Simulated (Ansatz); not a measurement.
**C₃H₁₁GaS: one species, many methods**

One table from this session's results is given with a row withheld; the runs are named, their logs left out.

Program: Ansatz 0.2.0, Gaussian basis. Level of theory: functionals in def2-TZVPP, the program's frozen cores in correlated methods. These are calculated values, not measurements.

Plan: LDA (SPW92), PBE-D4, revPBE-D4, BLYP-D4, r2SCAN-D4, B97M-V, PBE0-D4, B3LYP-D4, r2SCANh-D4, r2SCAN0-D4, HSE06-D4, BHLYP-D4, CAM-B3LYP-D4, LC-ωPBE, ωB97X-V, ωB97M-V, B2PLYP, PBE-QIDH; CCSD(T)/def2-SVP; MP2/def2-TZVPP; MP2/def2-QZVPP; RPA on PBE.

## Structure used throughout

The geometry comes from an earlier relaxation with PBE0-D4 in a triple-zeta def2 set; it is a stationary point, not always the lowest conformer.

SMILES `[CH3][Ga-]([CH3])([CH3])[SH2+]`, 16 atoms, charge 0, spin multiplicity 1.

Atoms are counted from 1 here; the program's logs count them from 0.

Bond lengths: C1–Ga2 1.990 Å, C1–H6 1.095 Å, C1–H7 1.093 Å, C1–H8 1.093 Å, Ga2–C3 1.987 Å, Ga2–C4 1.987 Å, Ga2–S5 2.701 Å, C3–H9 1.093 Å, C3–H10 1.093 Å, C3–H11 1.095 Å, C4–H12 1.093 Å, C4–H13 1.095 Å, C4–H14 1.093 Å, S5–H15 1.343 Å, S5–H16 1.343 Å. Angles: Ga2–C1–H6 109.6°, Ga2–C1–H7 112.2°, Ga2–C1–H8 112.2°, H6–C1–H7 107.0°, H6–C1–H8 107.0°, H7–C1–H8 108.5°, C1–Ga2–C3 118.8°, C1–Ga2–C4 118.8°, C1–Ga2–S5 97.0°, C3–Ga2–C4 119.3°, C3–Ga2–S5 95.5°, C4–Ga2–S5 95.4°, Ga2–C3–H9 112.3°, Ga2–C3–H10 112.1°, Ga2–C3–H11 109.5°, H9–C3–H10 108.5°, H9–C3–H11 107.1°, H10–C3–H11 107.2° and more.

Set-up of the first run:

Contents of in.yaml:

```yaml
crystal:
  periodic: [false, false, false]
  atoms:
    - {symbol: C, position_ang: [-0.533103, 1.289317, -1.354131]}
    - {symbol: Ga, position_ang: [0.229429, -0.154738, -0.217622]}
    - {symbol: C, position_ang: [2.004686, 0.131222, 0.627785]}
    - {symbol: C, position_ang: [-0.454541, -2.007355, -0.438876]}
    - {symbol: S, position_ang: [-1.207730, 0.385110, 2.004866]}
    - {symbol: H, position_ang: [-0.073223, 1.256399, -2.347101]}
    - {symbol: H, position_ang: [-0.339213, 2.284094, -0.944277]}
    - {symbol: H, position_ang: [-1.611237, 1.177673, -1.496737]}
    - {symbol: H, position_ang: [2.137355, 1.158450, 0.976944]}
    - {symbol: H, position_ang: [2.172314, -0.545034, 1.469451]}
    - {symbol: H, position_ang: [2.793614, -0.062909, -0.105818]}
    - {symbol: H, position_ang: [-0.236295, -2.631693, 0.430935]}
    - {symbol: H, position_ang: [0.029105, -2.474980, -1.302391]}
    - {symbol: H, position_ang: [-1.531866, -2.032743, -0.621975]}
    - {symbol: H, position_ang: [-1.009775, 1.713315, 1.981870]}
    - {symbol: H, position_ang: [-2.392520, 0.491072, 1.381276]}
basis:
  gaussian: {orbitals: def2-TZVPP}
hamiltonian: {xc: lda}
output: {orbitals: {seedname: orbitals}}
```

Launch:

```sh
$ ansatz run in.yaml --threads 4 --pin off --events-out ev --progress --plain --max-ram 11315MiB
```

Among the steps run: LDA; PBE-D4 (GGA); revPBE-D4 (GGA); BLYP-D4 (GGA); r2SCAN-D4 (meta-GGA); B97M-V (meta-GGA); B3LYP-D4 (hybrid); r2SCANh-D4 (hybrid); r2SCAN0-D4 (hybrid); HSE06-D4 (hybrid); BHLYP-D4 (hybrid); CAM-B3LYP-D4 (range-separated); LC-ωPBE (range-separated); ωB97X-V (range-separated); ωB97M-V (range-separated); B2PLYP (double hybrid); PBE-QIDH (double hybrid).

One table of the session follows, with a row left open; its other results are not shown here.

It belongs to the step «Frontier levels by functional». 

| functional | HOMO (eV) | gap (eV) |
| --- | --- | --- |
| LDA (SPW92) | ? | ? |
| PBE-D4 | -5.82 | 4.58 |
| revPBE-D4 | -5.76 | 4.57 |
| BLYP-D4 | -5.68 | 4.51 |
| r2SCAN-D4 | -6.07 | 5.11 |
| B97M-V | -6.12 | 5.06 |
| PBE0-D4 | -7.04 | 6.81 |
| B3LYP-D4 | -6.82 | 6.30 |
| r2SCANh-D4 | -6.52 | 5.93 |
| r2SCAN0-D4 | -7.21 | 7.16 |
| HSE06-D4 | -6.64 | 6.02 |
| BHLYP-D4 | -8.17 | 8.83 |
| CAM-B3LYP-D4 | -8.40 | 9.22 |
| LC-ωPBE | -9.77 | 11.92 |
| ωB97X-V | -9.40 | 11.30 |
| ωB97M-V | -9.28 | 10.81 |

**Question.** Estimate the row for LDA (SPW92).

As computed: HOMO (eV): -5.98; gap (eV): 4.64. In the column «HOMO (eV)» it lies between r2SCAN-D4 (-6.07) and PBE-D4 (-5.82).
